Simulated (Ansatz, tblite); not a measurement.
**C16H14: one state, many levels**

How do method and basis change the picture of C16H14 (singlet)?

Computed with Ansatz 0.2.0, Gaussian basis. Level: as each input shows.

Levels to be run: GFN1-xTB, GFN2-xTB, PBE-D4/def2-TZVP, r2SCAN-D4/def2-TZVP, PBE-QIDH/def2-TZVP, BLYP-D4/def2-TZVP, HF/def2-TZVP, LC-ωPBE(0.10)/def2-SVP, LC-ωPBE(0.15)/def2-SVP, LC-ωPBE(0.20)/def2-SVP, LC-ωPBE(0.30)/def2-SVP, PBE-D4/def2-SVP, PBE0-D4/def2-SVP, HF/STO-3G, CCSD(T)/def2-SVP, MP2/def2-TZVP, RPA/def2-TZVP.

## Step 1: The relaxed structure

The singlet was relaxed beforehand with PBE-D4/def2-SVP.

SMILES `[H]/C=C/c1ccc(/C=C/c2ccccc2)cc1`, 30 atoms, charge 0, spin multiplicity 1.

Bond lengths: H1–C2 1.100 Å, C2–C3 1.352 Å, C2–H18 1.102 Å, C3–C4 1.467 Å, C3–H19 1.105 Å, C4–C5 1.417 Å, C4–C17 1.416 Å, C5–C6 1.394 Å, C5–H20 1.102 Å, C6–C7 1.417 Å, C6–H21 1.100 Å, C7–C8 1.460 Å, C7–C16 1.419 Å, C8–C9 1.362 Å, C8–H22 1.104 Å, C9–C10 1.462 Å, C9–H23 1.104 Å, C10–C11 1.417 Å and more. Angles: H1–C2–C3 120.8°, H1–C2–H18 116.6°, C3–C2–H18 122.6°, C2–C3–C4 127.5°, C2–C3–H19 118.0°, C4–C3–H19 114.5°, C3–C4–C5 119.3°, C3–C4–C17 123.4°, C5–C4–C17 117.3°, C4–C5–C6 121.8°, C4–C5–H20 118.8°, C6–C5–H20 119.5°, C5–C6–C7 121.0°, C5–C6–H21 119.1°, C7–C6–H21 119.9°, C6–C7–C8 123.7°, C6–C7–C16 117.1°, C8–C7–C16 119.1° and more.

PBE0-D4/def2-TZVP was run before; its log isn't repeated, and its numbers join the tables.

## Step 2: GFN1-xTB

Tight binding, by tblite at 300 K electronic temperature and without a spin-polarisation term:

```python
tblite.interface.Calculator('GFN1-xTB', numbers, positions, charge=0, uhf=0).singlepoint()
```

Energy -1123.7434 eV, HOMO -10.89 eV, LUMO -8.53 eV; 0.029 s.

## Step 3: GFN2-xTB

Tight binding, by tblite at 300 K electronic temperature and without a spin-polarisation term:

```python
tblite.interface.Calculator('GFN2-xTB', numbers, positions, charge=0, uhf=0).singlepoint()
```

Energy -1124.3294 eV, HOMO -9.89 eV, LUMO -7.52 eV; 0.024 s.

## Step 4: PBE-D4/def2-TZVP

start.molden holds the orbitals of an earlier run on this state, given as this run's starting guess.

in.yaml reads:

```yaml
crystal:
  periodic: [false, false, false]
  atoms:
    - {symbol: H, position_ang: [7.216208, -0.309103, 1.032925]}
    - {symbol: C, position_ang: [6.144999, -0.559137, 1.043523]}
    - {symbol: C, position_ang: [5.238662, 0.252735, 0.454474]}
    - {symbol: C, position_ang: [3.784812, 0.066474, 0.383241]}
    - {symbol: C, position_ang: [2.991752, 1.039395, -0.274757]}
    - {symbol: C, position_ang: [1.606480, 0.914862, -0.370685]}
    - {symbol: C, position_ang: [0.932605, -0.198037, 0.191102]}
    - {symbol: C, position_ang: [-0.513709, -0.385175, 0.130111]}
    - {symbol: C, position_ang: [-1.426028, 0.459655, -0.426121]}
    - {symbol: C, position_ang: [-2.875713, 0.276984, -0.484068]}
    - {symbol: C, position_ang: [-3.671392, 1.291957, -1.071172]}
    - {symbol: C, position_ang: [-5.064577, 1.173558, -1.147304]}
    - {symbol: C, position_ang: [-5.702428, 0.031773, -0.638437]}
    - {symbol: C, position_ang: [-4.929847, -0.988785, -0.055059]}
    - {symbol: C, position_ang: [-3.539222, -0.869947, 0.021573]}
    - {symbol: C, position_ang: [1.728645, -1.172938, 0.847388]}
    - {symbol: C, position_ang: [3.113401, -1.047203, 0.942621]}
    - {symbol: H, position_ang: [5.860505, -1.492396, 1.556644]}
    - {symbol: H, position_ang: [5.607646, 1.170857, -0.037857]}
    - {symbol: H, position_ang: [3.489200, 1.915215, -0.721058]}
    - {symbol: H, position_ang: [1.034681, 1.695705, -0.893607]}
    - {symbol: H, position_ang: [-0.875039, -1.316555, 0.598869]}
    - {symbol: H, position_ang: [-1.065024, 1.395965, -0.885391]}
    - {symbol: H, position_ang: [-3.175260, 2.190432, -1.471437]}
    - {symbol: H, position_ang: [-5.657433, 1.978674, -1.607628]}
    - {symbol: H, position_ang: [-6.797009, -0.065818, -0.695920]}
    - {symbol: H, position_ang: [-5.421535, -1.888954, 0.344678]}
    - {symbol: H, position_ang: [-2.955273, -1.681988, 0.479669]}
    - {symbol: H, position_ang: [1.231448, -2.049561, 1.292333]}
    - {symbol: H, position_ang: [3.688437, -1.828655, 1.461370]}
basis:
  gaussian: {orbitals: def2-TZVP, fitting: {mean_field: def2-universal-jkfit}, initial_orbitals: start.molden}
hamiltonian: {xc: pbe, dispersion: d4}
scf: {omitted_lower_state_checks: [starts]}
output: {orbitals: {seedname: orbitals}}
```

The run is started by

```bash
$ ansatz run in.yaml --threads 2 --pin off --events-out ev --progress --plain --max-ram 32768MiB --backend cuda --devices 0, --max-vram 18GiB
```

The runs that follow: r2SCAN-D4/def2-TZVP; PBE-QIDH/def2-TZVP; BLYP-D4/def2-TZVP; HF/def2-TZVP; LC-ωPBE(0.10)/def2-SVP; LC-ωPBE(0.15)/def2-SVP; LC-ωPBE(0.20)/def2-SVP; LC-ωPBE(0.30)/def2-SVP; PBE-D4/def2-SVP; PBE0-D4/def2-SVP; HF/STO-3G; CCSD(T)/def2-SVP; MP2/def2-TZVP; RPA/def2-TZVP.

Q: Predict the results of all the runs planned. Wanted: gap in def2-TZVP, named functionals and Hartree-Fock, smallest and largest; gap over the ω; correlation energy, CCSD(T)/def2-SVP; correlation energy, MP2/def2-TZVP; binding an atom, CCSD(T)/def2-SVP; PBE0 total energy, smallest basis above largest.

The runs gave:

```
                                                                  quantity                            value
gap in def2-TZVP, named functionals and Hartree-Fock, smallest and largest  2.36 eV (BLYP-D4), 8.55 eV (HF)
                                                   gap over the ω (1/bohr)   5.04 eV at 0.1, 7.54 eV at 0.3
                                      correlation energy, CCSD(T)/def2-SVP                        -62.12 eV
                                         correlation energy, MP2/def2-TZVP                        -67.74 eV
                                         binding an atom, CCSD(T)/def2-SVP                         4.908 eV
                           PBE0 total energy, smallest basis above largest   17.36 eV (def2-SVP, def2-TZVP)
```

Over the named functionals and Hartree-Fock in def2-TZVP the gap runs from 2.36 eV (BLYP-D4) to 8.55 eV (HF); exact exchange widens it. Raising the ω (1/bohr) from 0.1 to 0.3 moves the HOMO by -1.39 eV and the LUMO by +1.11 eV. A small miss in a minimal or small basis is a cancelling of errors, not accuracy. The functionals in def2-TZVP miss CCSD(T)/def2-SVP by +0.188 (BLYP-D4) to +0.366 eV (PBE-D4) an atom. The yardstick is in a double-zeta basis, so levels in larger sets aren't compared like for like. CCSD(T)/def2-SVP isn't at the basis-set limit; small misses against it rank nothing.
